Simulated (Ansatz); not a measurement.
# LuRh3B2: the cost of one run

Program: Ansatz 0.2.0. Level of theory: DFT PBEsol, scalar-relativistic, plane waves, PAW. These are calculated values, not measurements.

### Step 1. The system as given

The structure is hexagonal, space group P6/mmm (No. 191). Conventional cell: a = 5.422 Å, b = 5.422 Å, c = 3.129 Å, α = 90.00°, β = 90.00°, γ = 120.00°. Around B (site symmetry -6m2) lie 6 Rh at 2.21 Å and 3 Lu at 3.13 Å. Lu (site symmetry 6/mmm) has 2 Lu at 3.13 Å and 12 Rh at 3.13 Å and 6 B at 3.13 Å in its first shell of neighbours. Rh (site symmetry mmm) is surrounded by 4 B at 2.21 Å.

Coordinates:

```xyz
6
Lattice="5.4218 0.0000 0.0000 -2.7109 4.6954 0.0000 0.0000 0.0000 3.1292" Properties=species:S:1:pos:R:3 pbc="T T T"
B     0.0000    3.1303    1.5646
B     2.7109    1.5651    1.5646
Lu    0.0000    0.0000    1.5646
Rh    1.3554    2.3477    0.0000
Rh    2.7109    0.0000    0.0000
Rh   -1.3554    2.3477    0.0000
```

### Step 2. The first run (PBEsol, 6×6×6 mesh)

input.yaml

```yaml
crystal:
  lattice:
    - [5.42176733, 0.0, 0.0]
    - [-2.71088367, 4.69538824, 0.0]
    - [0.0, 0.0, 3.12916554]
  atoms:
    - { symbol: B, position: [0.3333333333, 0.6666666667, 0.5] }
    - { symbol: B, position: [0.6666666667, 0.3333333333, 0.5] }
    - { symbol: Lu, position: [0.0, 0.0, 0.5] }
    - { symbol: Rh, position: [0.5, 0.5, 0.0] }
    - { symbol: Rh, position: [0.5, 0.0, 0.0] }
    - { symbol: Rh, position: [0.0, 0.5, 0.0] }
basis:
  ecutwfc: 420
kpoints:
  mp_grid: { grid: [6, 6, 6] }
hamiltonian:
  xc: pbesol
scf:
  occupations: { method: gaussian, width: 0.1 }
output:
  forces: true
  stress: true
  eigenvalues: true
```

Run with:

```sh
$ ansatz run input.yaml --threads 8 --pin off --max-ram 14336MiB --backend cpu --events-out ev --progress --plain --runs-dir out
```

**Question.** How long does this run take on 8 threads of Intel Xeon 6975P-C (Granite Rapids), shared host, and how much memory does it need?

About 1.2 s, with a peak of 0.58 GiB.
